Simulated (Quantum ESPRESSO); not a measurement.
Here is a Quantum ESPRESSO 7.5 calculation.

pw.in

```
&CONTROL
  calculation = 'scf'
  prefix = 'pwscf'
  outdir = './tmp'
  pseudo_dir = './pseudo'
  tprnfor = .true.
  tstress = .true.
  disk_io = 'nowf'
/
&SYSTEM
  ibrav = 0
  nat = 2
  ntyp = 1
  ecutwfc = 78
  nbnd = 21
  occupations = 'smearing'
  smearing = 'gaussian'
  degauss = 0.00073499
/
&ELECTRONS
  conv_thr = 4d-10
  electron_maxstep = 120
  mixing_beta = 0.5
/
ATOMIC_SPECIES
Ge    72.6300 Ge.upf
CELL_PARAMETERS angstrom
   0.0000000000    2.9163750000    2.8840350000
   2.9163750000    0.0000000000    2.8840350000
   2.9163750000    2.9163750000    0.0000000000
ATOMIC_POSITIONS crystal
Ge     0.0000000000    0.0000000000    0.0000000000
Ge     0.2500000000    0.2500000000    0.2500000000
K_POINTS automatic
10 10 10 0 0 0
```

Potentials or basis: PseudoDojo 0.4.1 SR PBE standard.

Command:

```bash
$ OMP_NUM_THREADS=1 pw.x -in pw.in > pw.out
```

(1) What does it give for the pressure?

(2) Predict the band gap on the k mesh.

Results:

(1) -1.4 GPa.

(2) none (metal or under the smearing width).
